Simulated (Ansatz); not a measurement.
## C4H9Al, SMILES C[CH]1[CH2][Al]1[CH3]: a single point in a Gaussian basis

Run with the Python package of Ansatz (0.2.0).

Script `energy.py`:
```python
"""Single point of C4H9Al in a Gaussian basis."""

import sys

import ansatz as az
from ase import Atoms

atoms = Atoms(["C", "C", "C", "Al", "C", "H", "H", "H", "H", "H", "H", "H", "H", "H"], positions=[
    [-1.2703, 0.6619, 1.2752],
    [0.1801, 0.7322, 0.9974],
    [0.8587, -0.5991, 1.2104],
    [0.857, -0.0923, -0.7059],
    [0.4418, -0.5983, -2.6185],
    [-1.5002, 0.7742, 2.3559],
    [-1.7637, 1.5904, 0.7856],
    [-1.7567, -0.1974, 0.8571],
    [0.7453, 1.6331, 1.4229],
    [0.2409, -1.4364, 1.5746],
    [1.8824, -0.4989, 1.714],
    [0.3552, -1.6843, -2.6687],
    [1.2384, -0.2227, -3.2454],
    [-0.5218, -0.0918, -2.9257],
])
system = az.Crystal.molecule_from_ase(atoms)

calculation = system.calculation()
calculation = calculation.basis(gaussian="def2-SVP")
calculation = calculation.functional(az.LibraryFunctional("PBE-QIDH"))
try:
    report = calculation.run(threads=1).report
except az.AnsatzError as error:
    sys.exit(f"{type(error).__name__}: {error}")

print(f"E = {report['free_energy_ev']:.6f} eV = {report['free_energy_ev'] / 27.211386246:.7f} Ha")
print("converged:", report["converged"], " doubts:", report["published_state_doubts"] or "none")
```

```console
$ python energy.py
E = -10871.759392 eV = -399.5297885 Ha
converged: True  doubts: none
```

Total energies depend on the basis set; only differences at equal settings carry meaning. The geometry is a force-field or estimated start, not a minimum of this method, and the basis set is short of its limit. Wall time of the script: 14 s on 1 thread of Arm Neoverse N1, with other jobs on the host, peak memory 0.3 GiB.
